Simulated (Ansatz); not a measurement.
# SnH2: the cost of one run

Method: DFT PBE, scalar-relativistic, plane waves, PAW, unless a step names another level, in Ansatz 0.2.0.

10 further runs of the same task are left out: 1 that didn't finish, 9 set aside as unsound or not needed.

### 1 What the formula suggests

Pauling electronegativities: Sn 1.96, H 2.20 (spread 0.24). The formula balances with common oxidation states: Sn +2, H -1, a formal count that means little at so small a spread. Tabulated atomic sizes suggest about 14 Å³/atom. 28 candidates were drawn, by swapping species into database cells of other compounds, at random by space group and Wyckoff sites, or by hand, as the table says:

| name | made from | space group no. | Wyckoff sites | atoms (primitive cell) | V (Å³/atom) |
| --- | --- | --- | --- | --- | --- |
| c01 | database cell of Te2Au | 12 | Sn 2a; H 4i | 3 | 13.1 |
| c02 | random | 24 | Sn 4a; H 4a, 4c | 6 | 17.0 |
| c03 | random | 191 | Sn 2e; H 2c, 1b, 1a | 6 | 17.8 |
| c04 | random | 157 | Sn 2b; H 3c, 1a | 6 | 14.4 |
| c05 | random | 191 | Sn 2d; H 2c, 1b, 1a | 6 | 15.5 |
| c06 | database cell of GeI2 | 187 | Sn 1a; H 2h | 3 | 13.0 |
| c07 | random | 10 | Sn 1h; H 1a, 1g | 3 | 17.9 |
| c08 | random | 183 | Sn 2b; H 3c, 1a | 6 | 14.1 |
| c09 | database cell of YbSb2 | 63 | Sn 4c; H 4c, 4c | 6 | 14.6 |
| c10 | database cell of DyAg2 | 139 | Sn 2a; H 4e | 3 | 13.6 |
| c11 | random | 216 | Sn 4c; H 4d, 4b | 3 | 15.5 |
| c12 | database cell of FeB2 | 191 | Sn 1a; H 2d | 3 | 13.2 |
| c13 | random | 141 | Sn 4a; H 8e | 6 | 16.0 |
| c14 | database cell of P2Pd | 15 | Sn 4c; H 8f | 6 | 13.4 |
| c15 | random | 99 | Sn 1a, 1b; H 4d | 6 | 14.1 |
| c16 | random | 71 | Sn 2b; H 4f | 3 | 17.0 |
| c17 | database cell of TiH2 | 139 | Sn 2a; H 4d | 3 | 11.8 |
| c18 | random | 191 | Sn 1a; H 2e | 3 | 15.2 |
| c19 | random | 156 | Sn 1a, 1a; H 1b, 3d | 6 | 14.6 |
| c20 | random | 191 | Sn 1b; H 2d | 3 | 15.0 |
| c21 | database cell of Hg2Pt | 123 | Sn 1a; H 2e | 3 | 13.2 |
| c22 | database cell of Ni2H | 164 | Sn 1a; H 2d | 3 | 13.6 |
| c23 | random | 12 | Sn 4f; H 8j | 6 | 15.8 |
| c24 | random | 191 | Sn 2c; H 4h | 6 | 15.4 |
| c25 | database cell of YbRh2 | 227 | Sn 8a; H 16d | 6 | 14.7 |
| c26 | random | 71 | Sn 2c; H 2b, 2d | 3 | 16.3 |
| c27 | database cell of PrAg2 | 74 | Sn 4e; H 8h | 6 | 14.6 |
| c28 | database cell of Hf2Ni | 140 | Sn 4a; H 8h | 6 | 15.6 |

### 2 Screening run of c01

input.yaml

```yaml
crystal:
  lattice:
    - [2.83242654, -1.7379502, 0.0]
    - [2.83242654, 1.7379502, 0.0]
    - [-0.00264771, 0.0, 3.99217451]
  atoms:
    - { symbol: Sn, position: [0.0, 0.0, 0.0] }
    - { symbol: H, position: [0.68935001, 0.68935001, 0.28832999] }
    - { symbol: H, position: [0.31064999, 0.31064999, 0.71167001] }
basis:
  ecutwfc: 420
kpoints:
  mp_grid: { grid: [5, 5, 4] }
hamiltonian:
  xc: pbe
scf:
  occupations: { method: gaussian, width: 0.15 }
  lower_state_search: "off"
output:
  forces: true
  stress: true
  eigenvalues: true
relax:
  adjacent_minimum: "off"
  f_tol: 0.08
  max_steps: 16
  cell: { stress_tol: 0.8 }
```

On the command line:

```sh
$ ansatz run input.yaml --threads 1 --pin off --max-ram 2560MiB --backend cpu --events-out ev --progress --plain --runs-dir out
```

**Question.** How long does this run take on 1 thread of Arm Neoverse V1, shared host, and how much memory does it need?

About 8.2 s, with a peak of 0.29 GiB.
